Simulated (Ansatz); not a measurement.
**BGeC (sextet): from Hartree-Fock to the top rungs, cc-pVTZ**

An exercise on one series of results from a longer session: the logs are not shown, and one member is left open.

The runs use Ansatz 0.2.0, Gaussian basis; cc-pVTZ, core rule «outside noble gas», up to 16 orbitals frozen.

Plan: UHF; CCSD(T) on ROHF; CCSD(T) on UHF; BCCD(T) on ROHF; CCSDT(Q) on ROHF; CCSDT(Q) on UHF; CASSCF and MRCISD+Q, 11 electrons in 12 orbitals; CASSCF and NEVPT2, 11 electrons in 12 orbitals.

3 further runs of the same task are left out: 3 set aside as unsound or not needed.

### What is computed

The geometry is a PBE0/def2-TZVP stationary point (not a proven minimum) of the parent state, kept for this charge and spin. No spin-orbit coupling is included. The filled d shell of Ge may be among the frozen orbitals whatever the setting's name suggests; the logs give the count.

3 atoms, charge 0, spin multiplicity 6.

Atoms are counted from 1 here; the program's logs count them from 0.

Bond lengths: C1–B2 1.404 Å, B2–Ge3 2.019 Å. Angles: C1–B2–Ge3 180.0°.

The first run:

in.yaml reads:

```yaml
crystal:
  periodic: [false, false, false]
  atoms:
    - {symbol: C, position_ang: [0.000000, 0.000000, -1.609400]}
    - {symbol: B, position_ang: [0.000000, 0.000000, -0.204900]}
    - {symbol: Ge, position_ang: [0.000000, 0.000000, 1.814300]}
basis:
  gaussian: {orbitals: cc-pVTZ}
magnetization: {spin_polarized: true, initial_magnetization: 5}
hamiltonian: {xc: hf}
output: {orbitals: {seedname: orbitals}}
```

On the command line:

```sh
$ ansatz run in.yaml --threads 1 --pin off --events-out ev --progress --plain --max-ram 4096MiB --backend cpu
```

Among the steps run: UHF; CCSD(T) on ROHF; CCSD(T) on UHF; BCCD(T) on ROHF; CCSDT(Q) on ROHF; CCSDT(Q) on UHF; CASSCF and MRCISD+Q, 11 electrons in 12 orbitals; CASSCF and NEVPT2, 11 electrons in 12 orbitals.

One of the session's tables, all rows but one given; the rest of the session is left out.

It belongs to the step «Misses and costs». 

```
          method  from RCCSDT(Q) (kcal/mol)
            RMP2                          ?
            UMP2                     +33.43
           RCCSD                     +14.94
           UCCSD                     +14.45
        RCCSD(T)                      +2.58
        UCCSD(T)                      +2.33
         BCCD(T)                      +3.38
          RCCSDT                      +1.17
          UCCSDT                      +0.86
       RCCSDT(Q)                          0
       UCCSDT(Q)                      -0.35
  CASSCF valence                    +121.20
  NEVPT2 valence                     +26.02
  MRCISD valence                     +11.89
MRCISD+Q valence                      +2.52
```

Estimate the missing values for RMP2.

The run gave: from RCCSDT(Q) (kcal/mol): +31.28. In the column «from RCCSDT(Q) (kcal/mol)» it lies between NEVPT2 valence (+26.02) and UMP2 (+33.43).

Left out of the table: ROHF, UHF (another determinant or state than the rows shown).

To keep in mind: The report flags that the cluster equations may have other roots. The program flags RCCSD(T), UCCSD(T), BCCD(T), RCCSDT(Q), UCCSDT(Q) as in doubt, so the zero of the table is itself unsure. Warnings: coupled cluster took another determinant than the lowest. Restricted and unrestricted rows rest on different reference determinants; where their highest levels disagree by more than a few hundredths of an eV, they describe different states and don't form one ladder.
